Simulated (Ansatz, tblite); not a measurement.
# The cluster ZrSi₆−: a ladder of methods and basis sets

How do method and basis change the picture of the cluster ZrSi₆− (doublet)?

Method: as each input shows; program: Ansatz 0.2.0, Gaussian basis.

Plan: GFN1-xTB, GFN2-xTB, PBE-D4/def2-TZVPD, r2SCAN-D4/def2-TZVPD, HF/def2-TZVPD, PBE-D4/def2-SVPD, PBE0-D4/def2-SVPD, CCSD(T)/def2-SVPD, MP2/def2-TZVPD, RPA/def2-TZVPD.

5 further runs of the same task are left out: 2 that didn't finish, 3 set aside as unsound or not needed. Runs told in other sessions of the task aren't counted.

**1. The relaxed structure**

The geometry is that of the doublet, from an earlier relaxation (B3LYP-D4/def2-SVPD). At that level it is the lowest of the isomers that a small search found.

7 atoms, charge -1, spin multiplicity 2.

Bond lengths: Zr1–Si2 3.261 Å, Zr1–Si3 2.583 Å, Zr1–Si4 2.752 Å, Zr1–Si5 2.587 Å, Zr1–Si6 2.764 Å, Zr1–Si7 3.019 Å, Si2–Si3 2.587 Å, Si2–Si5 2.590 Å, Si2–Si7 2.623 Å, Si3–Si4 2.491 Å, Si4–Si7 2.416 Å, Si5–Si6 2.483 Å, Si6–Si7 2.414 Å. Angles: Si2–Zr1–Si3 51.0°, Si2–Zr1–Si4 52.6°, Si2–Zr1–Si5 51.0°, Si2–Zr1–Si6 52.5°, Si2–Zr1–Si7 49.2°, Si3–Zr1–Si4 55.6°, Si3–Zr1–Si5 63.6°, Si3–Zr1–Si6 100.7°, Si3–Zr1–Si7 91.3°, Si4–Zr1–Si5 101.0°, Si4–Zr1–Si6 91.7°, Si4–Zr1–Si7 49.2°, Si5–Zr1–Si6 55.2°, Si5–Zr1–Si7 91.1°, Si6–Zr1–Si7 49.1°, Zr1–Si2–Si3 50.8°, Zr1–Si2–Si5 50.9°, Zr1–Si2–Si7 60.6° and more.

Geometry (Å):

```xyz
7
charge -1, multiplicity 2
Zr   -0.6052    1.3800    0.7892
Si    0.8473   -1.1124   -0.7310
Si    1.1143    1.4283   -1.1373
Si   -1.0948    0.4595   -1.7578
Si    1.6923    0.2942    1.2733
Si   -0.2419   -1.1909    1.7383
Si   -1.7120   -1.2587   -0.1748
```

Zr takes a core potential in the def2 sets. No spin-orbit coupling is included. The ion is computed in the gas phase, without counter-ions or solvent.

PBE0-D4/def2-TZVPD was run before; its log isn't repeated, and its numbers join the tables.

**2. GFN1-xTB**

Tight binding, by tblite at 300 K electronic temperature and without a spin-polarisation term:

```python
tblite.interface.Calculator('GFN1-xTB', numbers, positions, charge=-1, uhf=1).singlepoint()
```

Energy -334.2193 eV; 0.021 s.

**3. GFN2-xTB**

Tight binding, by tblite at 300 K electronic temperature and without a spin-polarisation term:

```python
tblite.interface.Calculator('GFN2-xTB', numbers, positions, charge=-1, uhf=1).singlepoint()
```

Energy -320.4553 eV; 0.038 s.

**4. PBE-D4/def2-TZVPD**

start.molden holds the orbitals of an earlier run on this state, given as this run's starting guess.

in.yaml reads:

```yaml
crystal:
  periodic: [false, false, false]
  atoms:
    - {symbol: Zr, position_ang: [-0.605203, 1.379985, 0.789193]}
    - {symbol: Si, position_ang: [0.847307, -1.112420, -0.730955]}
    - {symbol: Si, position_ang: [1.114313, 1.428342, -1.137260]}
    - {symbol: Si, position_ang: [-1.094841, 0.459481, -1.757807]}
    - {symbol: Si, position_ang: [1.692290, 0.294234, 1.273318]}
    - {symbol: Si, position_ang: [-0.241854, -1.190929, 1.738310]}
    - {symbol: Si, position_ang: [-1.712023, -1.258693, -0.174800]}
basis:
  gaussian: {orbitals: def2-TZVPD, initial_orbitals: start.molden}
total_charge: -1
magnetization: {spin_polarized: true, initial_magnetization: 1}
hamiltonian: {xc: pbe, dispersion: d4}
scf: {omitted_lower_state_checks: [starts]}
output: {forces: true, orbitals: {seedname: orbitals}}
```

The run is started by

```
$ ansatz run in.yaml --threads 4 --pin off --events-out ev --progress --plain --max-ram 4787MiB
```

Further steps of the session: r2SCAN-D4/def2-TZVPD; HF/def2-TZVPD; PBE-D4/def2-SVPD; PBE0-D4/def2-SVPD; CCSD(T)/def2-SVPD; MP2/def2-TZVPD; RPA/def2-TZVPD.

**Question.** What will the summary of the whole plan be? Wanted: gap in def2-TZVPD, named functionals and Hartree-Fock, smallest and largest; correlation energy, CCSD(T)/def2-SVPD; correlation energy, MP2/def2-TZVPD; ⟨S²⟩ in def2-TZVPD, named functionals and Hartree-Fock, smallest and largest; PBE0 total energy, smallest basis above largest.

As calculated:

```
                                                                    quantity                             value
 gap in def2-TZVPD, named functionals and Hartree-Fock, smallest and largest    0.64 eV (PBE-D4), 5.19 eV (HF)
                                       correlation energy, CCSD(T)/def2-SVPD                         -26.88 eV
                                          correlation energy, MP2/def2-TZVPD                         -30.03 eV
⟨S²⟩ in def2-TZVPD, named functionals and Hartree-Fock, smallest and largest                      0.761, 0.903
                             PBE0 total energy, smallest basis above largest  16.19 eV (def2-SVPD, def2-TZVPD)
```

Over the named functionals and Hartree-Fock in def2-TZVPD the gap runs from 0.64 eV (PBE-D4) to 5.19 eV (HF); exact exchange widens it. Over the named functionals and Hartree-Fock in def2-TZVPD spin contamination reaches 0.15 (HF).
